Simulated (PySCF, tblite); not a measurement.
# C6H9NOSi: geometry, infrared bands and NMR shifts

What infrared bands and NMR shifts should C6H9NOSi (`C=CCO[SiH2]/C=C\C#N`) show?

Computed with tblite 0.8.0 and PySCF 2.14.0, with density-fitted response routines of our own, on a single molecule in the gas phase. Atoms are numbered from 0 throughout.

### 1 The molecule as given

18 atoms, charge 0, multiplicity 1; geometry from: force field or distance geometry start.

Bonds of the start (Å): C0–C1 1.34, C1–C2 1.50, C2–O3 1.41, O3–Si4 1.65, Si4–C5 1.83, C5–C6 1.34, C6–C7 1.42, C7–N8 1.17, C0–H9 1.08, C0–H10 1.09, C1–H11 1.08, C2–H12 1.10, C2–H13 1.09, Si4–H14 1.49, Si4–H15 1.48, C5–H16 1.09, C6–H17 1.09.

### 2 Optimising the geometry with GFN2-xTB

Job settings and geometry (Å):

```
{"job": {"kind": "relax", "xc": "GFN2-xTB", "basis": "xTB"}, "charge": 0, "multiplicity": 1}
C     -2.912300    -1.078700     0.780300
C     -2.473400     0.140200     0.421900
C     -1.286200     0.371700    -0.464700
O     -0.349100     1.141300     0.263000
Si     1.141300     1.409700    -0.397500
C      2.478300     0.635200     0.575400
C      2.698800    -0.664200     0.817000
C      1.898900    -1.728800     0.331600
N      1.244800    -2.601400    -0.085100
H     -2.449500    -1.987400     0.431700
H     -3.777600    -1.182300     1.441700
H     -2.971500     1.017200     0.820500
H     -1.636700     0.945300    -1.334100
H     -0.862100    -0.576800    -0.809500
H      1.376900     2.879900    -0.464200
H      1.168400     0.879300    -1.774200
H      3.160600     1.370900     1.010600
H      3.541600    -0.964600     1.437300
```

Command:

```
$ OMP_NUM_THREADS=1 python probes_run.py task.json out
```

The driver reads the jobs from task.json and runs them one after another.

The program printed:

```text
step      E/eV     max force
  0    -709.60724    2.407
  1    -709.59227    6.800
  2    -709.72001    1.596
  3    -709.74256    1.431
  4    -709.76520    0.288
  5    -709.77462    0.280
  6    -709.78686    0.459
  7    -709.79458    0.256
  8    -709.80134    0.220
  9    -709.80777    0.251
 10    -709.81392    0.254
 11    -709.81929    0.203
 12    -709.82396    0.202
 13    -709.82789    0.169
 14    -709.83137    0.160
 15    -709.83488    0.134
 16    -709.83885    0.167
 17    -709.84301    0.177
 18    -709.84670    0.168
 19    -709.84984    0.133
 20    -709.85255    0.124
 21    -709.85484    0.126
 22    -709.85683    0.122
 23    -709.85875    0.100
 24    -709.86100    0.103
 25    -709.86374    0.138
 26    -709.86632    0.122
 27    -709.86818    0.083
 28    -709.86970    0.084
 29    -709.87159    0.121
 30    -709.87417    0.156
 31    -709.87701    0.130
 32    -709.87926    0.113
 33    -709.88080    0.102
 34    -709.88210    0.089
 35    -709.88330    0.083
 36    -709.88419    0.060
 37    -709.88486    0.071
 38    -709.88552    0.079
 39    -709.88625    0.073
 40    -709.88692    0.072
 41    -709.88745    0.051
 42    -709.88795    0.048
 43    -709.88858    0.070
 44    -709.88935    0.070
 45    -709.89009    0.069
 46    -709.89067    0.079
 47    -709.89116    0.070
 48    -709.89161    0.052
 49    -709.89197    0.037
 50    -709.89217    0.031
 51    -709.89231    0.031
 52    -709.89249    0.034
 53    -709.89271    0.033
 54    -709.89293    0.031
 55    -709.89312    0.036
 56    -709.89331    0.033
 57    -709.89350    0.032
 58    -709.89367    0.028
 59    -709.89379    0.023
 60    -709.89390    0.025
 61    -709.89406    0.032
 62    -709.89432    0.042
 63    -709.89466    0.049
 64    -709.89499    0.044
 65    -709.89530    0.041
 66    -709.89567    0.046
 67    -709.89621    0.067
 68    -709.89697    0.072
 69    -709.89777    0.066
 70    -709.89839    0.067
 71    -709.89885    0.058
 72    -709.89942    0.068
 73    -709.90020    0.069
 74    -709.90102    0.060
 75    -709.90173    0.065
 76    -709.90238    0.070
 77    -709.90312    0.111
 78    -709.90414    0.099
 79    -709.90552    0.050
 80    -709.90587    0.047
 81    -709.90617    0.056
 82    -709.90658    0.053
 83    -709.90703    0.051
 84    -709.90738    0.041
 85    -709.90765    0.051
 86    -709.90790    0.046
 87    -709.90818    0.035
 88    -709.90848    0.037
 89    -709.90878    0.034
 90    -709.90905    0.037
 91    -709.90939    0.041
 92    -709.90976    0.042
 93    -709.91011    0.032
 94    -709.91036    0.029
 95    -709.91052    0.024
 96    -709.91066    0.025
 97    -709.91081    0.027
 98    -709.91095    0.026
 99    -709.91106    0.026
100    -709.91116    0.021
101    -709.91126    0.018
102    -709.91139    0.033
103    -709.91152    0.022
104    -709.91160    0.093
105    -709.91167    0.041
106    -709.91172    0.030
107    -709.91183    0.018
108    -709.91194    0.024
109    -709.91212    0.027
110    -709.91224    0.029
111    -709.91233    0.021
112    -709.91241    0.024
113    -709.91251    0.028
114    -709.91260    0.022
115    -709.91265    0.016
116    -709.91269    0.015
117    -709.91272    0.015
118    -709.91276    0.015
119    -709.91279    0.014
120    -709.91284    0.015
121    -709.91291    0.024
122    -709.91302    0.036
123    -709.91322    0.045
124    -709.91352    0.047
125    -709.91394    0.056
126    -709.91444    0.063
127    -709.91494    0.044
128    -709.91533    0.045
129    -709.91561    0.041
130    -709.91585    0.037
131    -709.91609    0.061
132    -709.91610    0.091
133    -709.91653    0.048
134    -709.91682    0.051
135    -709.91706    0.029
136    -709.91734    0.025
137    -709.91744    0.044
138    -709.91755    0.021
139    -709.91763    0.017
140    -709.91768    0.013
141    -709.91770    0.027
142    -709.91772    0.015
143    -709.91774    0.010
144    -709.91776    0.009
```

Wall time 0.92 s (1 thread of Intel Xeon 6975P-C, shared host); peak memory 0.18 GiB.

Relaxation path: (not every step is listed) (the energy doesn't fall at every step)

| step | energy from step 0 (eV) | largest force (eV/Å) |
| --- | --- | --- |
| 0 | 0.0000 | 2.4070 |
| 1 | 0.0150 | 6.8004 |
| 2 | -0.1128 | 1.5959 |
| 3 | -0.1353 | 1.4309 |
| 4 | -0.1580 | 0.2882 |
| 5 | -0.1674 | 0.2800 |
| 6 | -0.1796 | 0.4594 |
| 7 | -0.1873 | 0.2563 |
| 8 | -0.1941 | 0.2204 |
| 21 | -0.2476 | 0.1257 |
| 34 | -0.2749 | 0.0893 |
| 47 | -0.2839 | 0.0703 |
| 60 | -0.2867 | 0.0251 |
| 73 | -0.2930 | 0.0687 |
| 86 | -0.3007 | 0.0463 |
| 99 | -0.3038 | 0.0262 |
| 112 | -0.3052 | 0.0239 |
| 125 | -0.3067 | 0.0562 |
| 138 | -0.3103 | 0.0215 |
| 139 | -0.3104 | 0.0168 |
| 140 | -0.3104 | 0.0131 |
| 141 | -0.3105 | 0.0271 |
| 142 | -0.3105 | 0.0151 |
| 143 | -0.3105 | 0.0105 |
| 144 | -0.3105 | 0.0095 |

Distances of close pairs at the start and the end, largest changes first:

| bond | before (Å) | after (Å) | change (Å) |
| --- | --- | --- | --- |
| Si4–C5 | 1.826 | 1.899 | +0.073 |
| O3–Si4 | 1.652 | 1.605 | -0.047 |
| Si4–H14 | 1.490 | 1.458 | -0.033 |
| C0–C1 | 1.344 | 1.319 | -0.025 |
| C7–N8 | 1.167 | 1.148 | -0.019 |
| C0–H10 | 1.094 | 1.077 | -0.017 |
| C6–C7 | 1.417 | 1.405 | -0.012 |
| C5–H16 | 1.094 | 1.084 | -0.010 |

The end geometry stands in the next job.

### 3 Infrared spectrum with GFN2-xTB

Job settings and geometry (Å):

```
{"job": {"kind": "ir", "xc": "GFN2-xTB", "basis": "xTB"}, "charge": 0, "multiplicity": 1}
C     -2.716644    -1.087784     0.897206
C     -2.396080     0.058299     0.328140
C     -1.257491     0.212771    -0.633287
O     -0.347035     1.154972    -0.118704
Si     1.171002     1.587581    -0.408297
C      2.526440     0.584591     0.464549
C      2.522936    -0.707019     0.804107
C      1.454566    -1.577821     0.530331
N      0.602336    -2.313023     0.302754
H     -2.167260    -1.990259     0.687447
H     -3.538666    -1.169662     1.587947
H     -2.930157     0.971335     0.553283
H     -1.625825     0.586015    -1.598910
H     -0.768426    -0.751921    -0.791961
H      1.163220     2.912035     0.200278
H      1.522549     1.570519    -1.834039
H      3.417575     1.145871     0.719394
H      3.358200    -1.180184     1.311492
```

The program printed:

```text
mode    cm-1     km/mol
  1     -17.9      3.29
  2      27.8      3.05
  3      57.8      0.21
  4      91.5      0.64
  5     126.2      2.08
  6     153.9      6.82
  7     177.1     13.97
  8     224.4      4.52
  9     308.1      3.41
 10     342.0      2.98
 11     409.1      3.10
 12     417.2      9.63
 13     534.0     82.38
 14     597.6     13.38
 15     623.5     32.01
 16     652.8      5.79
 17     667.6     18.32
 18     744.2    219.82
 19     748.9     87.51
 20     774.0    184.77
 21     847.3    183.09
 22     904.4      8.49
 23     924.0      2.82
 24     938.5      0.63
 25     970.3      2.07
 26     980.5      0.46
 27    1020.5     27.76
 28    1131.7     40.45
 29    1156.7    233.95
 30    1177.2     16.53
 31    1223.7      6.75
 32    1269.4      2.16
 33    1328.9      2.94
 34    1329.4      5.72
 35    1406.6      0.44
 36    1461.2      2.78
 37    1629.3      8.79
 38    1715.9      2.60
 39    2205.4    302.56
 40    2308.4    268.51
 41    2363.8    138.08
 42    2877.9     52.00
 43    2956.2     14.58
 44    3005.3     23.76
 45    3041.7     44.51
 46    3068.7     26.56
 47    3103.9     11.40
 48    3133.7     37.49
```

It took 0.58 s on 1 thread of Intel Xeon 6975P-C, shared host; peak memory 0.18 GiB.

Which atoms move in the most intense modes:

| cm⁻¹ | km/mol | atoms |
| --- | --- | --- |
| 744 | 219.8 | H15 52 %, H14 37 % |
| 749 | 87.5 | H17 27 %, H16 26 %, C6 20 %, C7 11 % |
| 774 | 184.8 | H14 36 %, H15 32 % |
| 847 | 183.1 | Si4 29 %, C2 24 %, O3 19 % |
| 1157 | 233.9 | O3 51 %, C2 30 % |
| 2205 | 302.6 | H15 97 % |
| 2308 | 268.5 | H14 97 % |
| 2364 | 138.1 | C7 60 %, N8 39 % |

### 4 NMR shieldings: PBE0/pcSseg-1

Settings changed since step 3:

```diff
@@ -1,2 +1,2 @@
-{"job": {"kind": "ir", "xc": "GFN2-xTB", "basis": "xTB"}, "charge": 0, "multiplicity": 1}
+{"job": {"kind": "nmr", "xc": "PBE0", "basis": "pcSseg-1"}, "charge": 0, "multiplicity": 1}
 C     -2.716644    -1.087784     0.897206
```

Level: GIAO PBE0/pcSseg-1 NMR shielding, non-relativistic, gas phase.

The program printed:

```text
coarse grid: 15872 points
cycle   1  E = -652.6940534869  dE =  1.206e+00  |g| = 7.559e-01  |ddm| = 3.933e+00
cycle   2  E = -652.4673608941  dE =  2.267e-01  |g| = 1.309e+00  |ddm| = 1.682e+00
cycle   3  E = -652.7999531111  dE = -3.326e-01  |g| = 2.105e-01  |ddm| = 1.181e+00
cycle   4  E = -652.8082085788  dE = -8.255e-03  |g| = 9.543e-02  |ddm| = 1.905e-01
cycle   5  E = -652.8099699010  dE = -1.761e-03  |g| = 3.013e-02  |ddm| = 8.258e-02
cycle   6  E = -652.8101608259  dE = -1.909e-04  |g| = 5.437e-03  |ddm| = 2.566e-02
cycle   7  E = -652.8101664792  dE = -5.653e-06  |g| = 2.652e-03  |ddm| = 6.009e-03
final grid: 149728 points
cycle   8  E = -652.8736410986  dE = -2.452e-05  |g| = 1.157e-02  |ddm| = 2.996e-02
cycle   9  E = -652.8736046243  dE =  3.647e-05  |g| = 1.783e-02  |ddm| = 2.015e-02
cycle  10  E = -652.8736677779  dE = -6.315e-05  |g| = 2.196e-03  |ddm| = 1.342e-02
cycle  11  E = -652.8736688857  dE = -1.108e-06  |g| = 5.797e-04  |ddm| = 2.007e-03
cycle  12  E = -652.8736689470  dE = -6.136e-08  |g| = 2.274e-04  |ddm| = 5.132e-04
cycle  13  E = -652.8736689574  dE = -1.038e-08  |g| = 5.536e-05  |ddm| = 1.813e-04
cycle  14  E = -652.8736689580  dE = -6.219e-10  |g| = 2.306e-05  |ddm| = 5.762e-05
converged SCF energy = -652.8736689580

GIAO shielding tensors (ppm)
atom      isotropic    diamagn.    paramagn.     s11        s22        s33       span
  0 C       59.632     255.625    -195.993    -52.763     68.334    163.324    216.087
  1 C       42.598     257.248    -214.650    -78.499     52.469    153.825    232.324
  2 C      116.727     246.813    -130.086     93.237    105.245    151.698     58.461
  3 O      307.654     401.493     -93.839    267.248    314.705    341.009     73.761
  4 Si     389.551     882.376    -492.825    345.806    364.341    458.506    112.700
  5 C       16.629     264.412    -247.783   -119.117      8.110    160.893    280.009
  6 C       66.249     256.418    -190.169    -50.674     84.762    164.660    215.334
  7 C       59.870     265.924    -206.054    -58.103    -47.985    285.698    343.801
  8 N      -51.884     341.078    -392.962   -197.259   -178.229    219.836    417.095
  9 H       25.716      33.179      -7.463     22.335     25.587     29.227      6.892
 10 H       26.161      28.475      -2.314     23.541     25.595     29.346      5.806
 11 H       25.297      30.847      -5.550     22.760     25.254     27.876      5.116
 12 H       27.084      30.669      -3.585     22.898     26.581     31.773      8.875
 13 H       26.353      36.130      -9.777     22.722     26.894     29.442      6.720
 14 H       26.626      30.426      -3.801     22.166     25.277     32.434     10.267
 15 H       26.308      30.110      -3.802     23.317     24.597     31.010      7.693
 16 H       24.630      28.810      -4.180     21.100     25.352     27.438      6.338
 17 H       25.505      27.095      -1.590     22.626     25.756     28.134      5.508
```

Wall time 33 s (1 thread of Intel Xeon 6975P-C, shared host); peak memory 0.88 GiB.

The references, computed at this level on geometries of the same kind, shield at (ppm): 1H TMS 31.72, 13C TMS 186.9, 29Si TMS 349.2, 15N NH3 267.7, 17O H2O 336.1. Their shielding less the atom's gives the shift. The references are single molecules in the gas phase, so shifts against H2O, NH3, PH3, H3PO4 or CFCl3 are not on the usual liquid scales and can be off by tens of ppm. Atoms listed in one row are averaged.

| atoms | environment | σ (ppm) | δ (ppm) | δ scaled to CDCl3 |
| --- | --- | --- | --- | --- |
| C5 | alkene CH | 16.6 | 170.3 | 164.3 |
| C1 | alkene CH | 42.6 | 144.3 | 138.9 |
| C0 | terminal =CH2 carbon | 59.6 | 127.3 | 122.3 |
| C7 | nitrile carbon | 59.9 | 127.1 | 122.1 |
| C6 | alkene CH | 66.2 | 120.7 | 115.9 |
| C2 | allylic sp3 CH2 bonded to O | 116.7 | 70.2 | 66.6 |
| H16 | hydrogen on an alkene CH | 24.63 | 7.09 | 6.79 |
| H11 | hydrogen on an alkene CH | 25.30 | 6.42 | 6.16 |
| H17 | hydrogen on an alkene CH | 25.51 | 6.21 | 5.96 |
| H9 | hydrogen on a terminal =CH2 carbon | 25.72 | 6.00 | 5.76 |
| H10 | hydrogen on a terminal =CH2 carbon | 26.16 | 5.56 | 5.34 |
| H14, H15 | hydrogen on a silicon bonded to C, O | 26.47 | 5.25 | – |
| H12, H13 | hydrogen on an allylic sp3 CH2 bonded to O | 26.72 | 5.00 | 4.82 |
| O3 | oxygen bonded to C, Si | 307.7 | 28.4 | – |
| Si4 | silicon bonded to C, O, 2 H | 389.6 | -40.4 | – |
| N8 | nitrile nitrogen | -51.9 | 319.6 | – |

The scaled column applies a straight-line fit of computed shieldings to shifts measured in CDCl3 (root-mean-square error 0.16 ppm for H, 1.9 ppm for C).

Charges from the same density, by scheme (e):

| atoms | Mulliken | IAO | Hirshfeld | ESP fit |
| --- | --- | --- | --- | --- |
| C0 | -0.15 | -0.30 | -0.09 | -0.35 |
| C1 | -0.25 | -0.14 | -0.05 | -0.22 |
| C2 | 0.12 | -0.05 | 0.01 | 0.16 |
| O3 | -0.64 | -0.64 | -0.22 | -0.35 |
| Si4 | 0.92 | 1.01 | 0.40 | 0.53 |
| C5 | -0.39 | -0.40 | -0.10 | -0.19 |
| C6 | -0.09 | -0.18 | -0.03 | -0.35 |
| C7 | 0.10 | 0.14 | 0.09 | 0.51 |
| N8 | -0.29 | -0.24 | -0.19 | -0.48 |

Mayer bond orders: C0–C1 1.99, C1–C2 1.04, C2–O3 0.83, O3–Si4 1.04, Si4–C5 0.81, C5–C6 1.87, C6–C7 1.07, C7–N8 2.91.

Orbitals, density, ELF and potential are computed afterwards from the orbital file.

Frontier orbitals at PBE0/pcSseg-1, with the share of their density that lies nearest to each atom:

| orbital | energy (eV) | lies on |
| --- | --- | --- |
| HOMO | -7.65 | C0, C1 about 37 % each |
| LUMO | -1.95 | C5 32 %; C6 21 %; N8 15 % |

ELF in a plane through or near 7 of the atoms.

Ten even steps from '0' (0.00) to '9' (1.00):
```
0000000000000000000000000000
0000000000000000000000000000
0000000000000000000000000000
0000000024530000000000000000
0000000147860000000000000000
0000000168862365000230000000
0000000033104787002783000000
0000010131656527126994000000
0000688689317886472263100000
0001899638833652471274100000
0000588345400000147856520000
0000012688411000025267751000
0000002522775520038976651000
0000059985876642029981100000
0000189994456544006850000000
0000059960144443000100000000
0000003400012221000000000000
0000000000000000000000000000
0000000000000000000000000000
0000000000000000000000000000
```
The map spans 12.7 Å across and 9.9 Å up, centred on the molecule. Atoms in the plane (x, y in Å): C0 (2.9, -0.7), C1 (2.3, 0.5), O3 (0.1, 1.2), Si4 (-1.5, 1.4), C5 (-2.6, -0.1), C6 (-2.3, -1.4), H17 (-3.0, -2.2).

log10 of the density (e/Å³) in the same plane.

Ten even steps from '0' (-4.0) to '9' (1.6):
```
0000000000000000000000000000
0000000011111000000000000000
0000000122222100000000000000
0000001234443221000000000000
0000012345554433222221000000
0000012456665555433433210000
0000123456766776545554210000
0001234556987897666664321000
0002455666666777677765432000
0013456777655666678875432100
0013456787654444567776543100
0002345777654443456797643100
0001345688766544456776543100
0001346777666654445665432000
0001245766666554334543321000
0000234554455544322322110000
0000123333344443211111000000
0000001111222222100000000000
0000000000011110000000000000
0000000000000000000000000000
```
The map spans 12.7 Å across and 9.9 Å up, centred on the molecule. Atoms in the plane (x, y in Å): C0 (2.9, -0.7), C1 (2.3, 0.5), O3 (0.1, 1.2), Si4 (-1.5, 1.4), C5 (-2.6, -0.1), C6 (-2.3, -1.4), H17 (-3.0, -2.2).

On the surface of density 0.002 e/bohr³ the electrostatic potential runs, from the 1st to the 99th percentile, from -1.42 V near N8 to 1.44 V near H16.

### 5 Results

```
                                                              quantity                                         value
                             strongest single infrared mode (GFN2-xTB)                         2205 cm⁻¹, 303 km/mol
                                          zero-point energy (GFN2-xTB)                                 81.7 kcal/mol
                                13C shifts against TMS (PBE0/pcSseg-1)   170.3, 144.3, 127.3, 127.1, 120.7, 70.2 ppm
1H shifts against TMS (PBE0/pcSseg-1, means over atoms taken as alike)  7.09, 6.42, 6.21, 6.00, 5.56, 5.25, 5.00 ppm
                                17O shifts against H2O (PBE0/pcSseg-1)                                      28.4 ppm
                               29Si shifts against TMS (PBE0/pcSseg-1)                                     -40.4 ppm
                                15N shifts against NH3 (PBE0/pcSseg-1)                                     319.6 ppm
                                 surface potential, 1st and 99th percentile                            -1.42 V and 1.44 V
```

Over 144 steps the energy fell by 0.311 eV; of the close pairs, Si4–C5 changed most, 1.826 to 1.899 Å. The lowest mode is slightly imaginary (18i cm⁻¹), a soft motion within the noise of the Hessian, so the minimum is not strictly shown. The strongest single mode, at 2205 cm⁻¹, moves mainly H15. GFN2-xTB is a fitted tight-binding method: band positions and strengths are rough. Its intensities can rank the bands wrongly. At PBE0/pcSseg-1: The largest span, 417 ppm, is at N8, where the paramagnetic term is -393 ppm. By nearest atom (PBE0/pcSseg-1), the HOMO sits on C0, C1 about 37 % each and the LUMO on C5 32 %; C6 21 %.
